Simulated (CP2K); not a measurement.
The system is Al3Pd.

```xyz
4
Lattice="3.9469 0.0000 0.0000 0.0000 3.9469 0.0000 0.0000 0.0000 3.9469" Properties=species:S:1:pos:R:3 pbc="T T T"
Pd    0.0000    0.0000    0.0000
Al    1.9735    1.9735    0.0000
Al    1.9735    0.0000    1.9735
Al    0.0000    1.9735    1.9735
```

The cell comes from a database or a generator and needn't be the stable form of this composition.

Base run:

| Property | Result |
| --- | --- |
| Program | CP2K 2026.2 |
| Functional | PBE |
| Potentials or basis | POTENTIAL_UZH Pd GTH-PBE-q18, Al GTH-PBE-q3; TZVP-MOLOPT-PBE-GTH basis |
| Density cutoff | 6803 eV |
| k mesh | 7 × 7 × 7 |
| Occupations | fermi-dirac, width 0.05 eV |
| Spin | no spin polarisation |

Its results: band gap on the k mesh none (metal or under the smearing width); pressure 1.9 GPa.

Question: The run is repeated on the same cell with these changes: functional from PBE to PBEsol; ngrids from 5 to 4. What comes out?

Answer: Band gap on the k mesh none (metal or under the smearing width); pressure 0.0 GPa.

Caveats: the basis of atomic orbitals isn't converged, which shifts pressures, moduli and gaps; the potentials were made for another functional, which shifts forces and pressure (some runs).

Not every run made on this cell is shown here.
